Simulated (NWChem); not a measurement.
**CH3Cl (chloromethane): SVWN5/cc-pVDZ**

What is the electronic atomisation energy of CH3Cl (chloromethane) at SVWN5/cc-pVDZ? 

The calculation is run with NWChem 7.3.0.

8 further runs of the same task are left out: 1 that didn't finish, 7 set aside as unsound or not needed.

### Step 1. The system as given

CH3Cl: 5 atoms, total charge 0, spin state singlet. As SMILES, `CCl`. The coordinates come from a PBE0-D4/def2-TZVP relaxation.

Bond lengths: C1–Cl2 1.773 Å, C1–H3 1.087 Å, C1–H4 1.088 Å, C1–H5 1.088 Å. Angles: Cl2–C1–H3 108.7°, Cl2–C1–H4 108.7°, Cl2–C1–H5 108.6°, H3–C1–H4 110.3°, H3–C1–H5 110.3°, H4–C1–H5 110.3°.

### Step 2. A single-point energy at SVWN5/cc-pVDZ (run 1)

work.nw reads:

```
start work
title "CH3Cl SVWN5"
memory total 2200 mb

geometry noautosym nocenter noautoz
 C       -0.120900       0.010000       0.051300
 Cl       1.469400      -0.290800      -0.672500
 H       -0.284800      -0.715400       0.844700
 H       -0.880000      -0.097100      -0.720100
 H       -0.133800       1.019700       0.455100
end

basis spherical bse
 * library cc-pVDZ
end

dft
 xc slater vwn_5
 grid lebedev 50 8
 convergence energy 1e-08
 maxiter 100
 mulliken
 noprint "final vectors analysis"
end

task dft energy
```

The run is started by

```console
$ nwchem work.nw > work.out
```

What it wrote:

```text
[...]
          Wavefunction type:  closed shell.
          No. of atoms     :     5
          No. of electrons :    26
[...]
          Charge           :     0
          Spin multiplicity:     1
[...]
          AO basis - number of functions:    47
[...]
              XC Information
              --------------
                        Slater Exchange Functional  1.000 local
                      VWN V Correlation Functional  1.000 local
[...]
 d= 0,ls=0.0,diis     1   -498.2008064595 -5.50D+02  1.39D-02  4.12D-01     0.7
[...]
 d= 0,ls=0.0,diis     8   -498.2299825789  3.15D-10  2.27D-06  2.51D-08     3.1
         Total DFT energy =     -498.229982578888
      One electron energy =     -790.698934288158
           Coulomb energy =      273.813958999158
    Exchange-Corr. energy =      -32.883298176619
 Nuclear repulsion energy =       51.538290886730
[...]
      Total Density - Mulliken Population Analysis
     ---------------------------------------------
    Atom       Charge   Shell Charges
 -----------   ------   -------------------------------------------------------
    1 C    6     6.22   2.02  0.66  0.48  2.11  0.90  0.05
    2 Cl  17    17.13   2.00  2.04  0.96  0.93  6.01  3.06  2.10  0.04
    3 H    1     0.88   0.71  0.15  0.03
    4 H    1     0.88   0.71  0.15  0.03
    5 H    1     0.88   0.71  0.15  0.03
[...]
```

Run time: 3.9 s. Hardware: 1 thread of Intel Xeon 6975P-C (Granite Rapids), shared host; peak memory 0.1 GiB.

### Step 3. The C atom (run 2)

c.nw reads:

```
start c
title "C"
memory total 2200 mb
charge 0

geometry units angstroms noautosym nocenter noautoz
  C        0.000000       0.000000       0.000000
end

basis spherical bse
  * library cc-pVDZ
end

dft
  xc slater vwn_5
  mult 3
  grid lebedev 50 8
  convergence energy 1e-08
  iterations 100
  mulliken
  print low
end

task dft energy
```

The run is started by

```console
$ nwchem c.nw > c.out
```

What it wrote:

```text
[...]
 d= 0,ls=0.0,diis     1    -37.4273619537 -3.74D+01  3.04D-02  6.32D-02     0.1
[...]
 d= 0,ls=0.5,diis    10    -37.4577832072 -4.59D-09  2.52D-06  1.28D-09     0.1
[...]
         Total DFT energy =      -37.457783207971
      One electron energy =      -50.435498520194
           Coulomb energy =       17.811246949170
    Exchange-Corr. energy =       -4.833531636948
 Nuclear repulsion energy =        0.000000000000
[...]
      Total Density - Mulliken Population Analysis
     ---------------------------------------------
    Atom       Charge   Shell Charges
 -----------   ------   -------------------------------------------------------
    1 C    6     6.00   2.01  0.89  1.10  1.24  0.76  0.00
     --------------------------------------------
      Spin Density - Mulliken Population Analysis
     --------------------------------------------
    Atom       Charge   Shell Charges
 -----------   ------   -------------------------------------------------------
    1 C    6     2.00   0.00  0.05 -0.05  1.24  0.76 -0.00
[...]
      <S2> =      2.0016 (Exact =     2.0000)
[...]
```

Wall time 0.72 s (1 thread of Intel Xeon 6975P-C (Granite Rapids), shared host); peak memory 0.1 GiB.

### Step 4. The Cl atom at the same level (run 3)

cl.nw reads:

```
start cl
memory 2200 mb
charge 0

geometry noautosym nocenter noautoz
  Cl       0.000000       0.000000       0.000000
end

basis spherical bse
  * library cc-pVDZ
end

dft
  xc slater vwn_5
  mult 2
  grid lebedev 50 8
  convergence energy 1e-08
  iterations 100
  mulliken
  noprint "final vectors analysis"
end

task dft energy
```

Run the same way, it converges to -458.63842 Eh (log not shown).

### Step 5. The H atom (run 4)

job.nw reads:

```
start job
title "H energy"
memory total 2200 mb
charge 0
geometry noautosym nocenter noautoz
  H        0.000000       0.000000       0.000000
end
basis spherical bse
  * library cc-pVDZ
end
dft
  xc slater vwn_5
  mult 2
  grid lebedev 50 8
  convergence energy 1e-08
  iterations 100
  mulliken
  print low
end
task dft energy
```

The run is started by

```console
$ nwchem job.nw > job.out
```

What it wrote:

```text
[...]
 d= 0,ls=0.0,diis     1     -0.4768890682 -4.77D-01  1.21D-02  8.34D-04     0.0
[...]
 d= 0,ls=0.0,diis     4     -0.4774668558 -8.84D-12  5.75D-11  2.29D-20     0.0
[...]
         Total DFT energy =       -0.477466855819
      One electron energy =       -0.498733713700
           Coulomb energy =        0.302480529786
    Exchange-Corr. energy =       -0.281213671905
 Nuclear repulsion energy =        0.000000000000
[...]
      Total Density - Mulliken Population Analysis
     ---------------------------------------------
    Atom       Charge   Shell Charges
 -----------   ------   -------------------------------------------------------
    1 H    1     1.00   0.51  0.49  0.00
     --------------------------------------------
      Spin Density - Mulliken Population Analysis
     --------------------------------------------
    Atom       Charge   Shell Charges
 -----------   ------   -------------------------------------------------------
    1 H    1     1.00   0.51  0.49  0.00
[...]
      <S2> =      0.7500 (Exact =     0.7500)
[...]
```

Run time: 0.64 s. Hardware: 1 thread of Intel Xeon 6975P-C (Granite Rapids), shared host; peak memory 0.1 GiB.

### Step 6. All runs side by side

```csv
run,level,partner,energy (Eh),wall time
1,SVWN5/cc-pVDZ,base,-498.229983,3.9 s
2,USVWN5/cc-pVDZ,atoms,-37.457783,0.72 s
3,USVWN5/cc-pVDZ,atoms,-458.638416,1.5 s
4,USVWN5/cc-pVDZ,atoms,-0.477467,0.64 s
```

### Step 7. Summary of results

At SVWN5/cc-pVDZ:

| quantity | value |
| --- | --- |
| H atom: total energy | -0.47747 Eh |
| H atom: ⟨S²⟩ | 0.750 |
| electronic atomisation energy | 19.086 eV |

In words: Taking the molecule apart into free atoms costs 19.09 eV (1841 kJ/mol), before zero-point energy and without spin-orbit coupling. All runs together took 6.8 s, the longest 3.9 s.
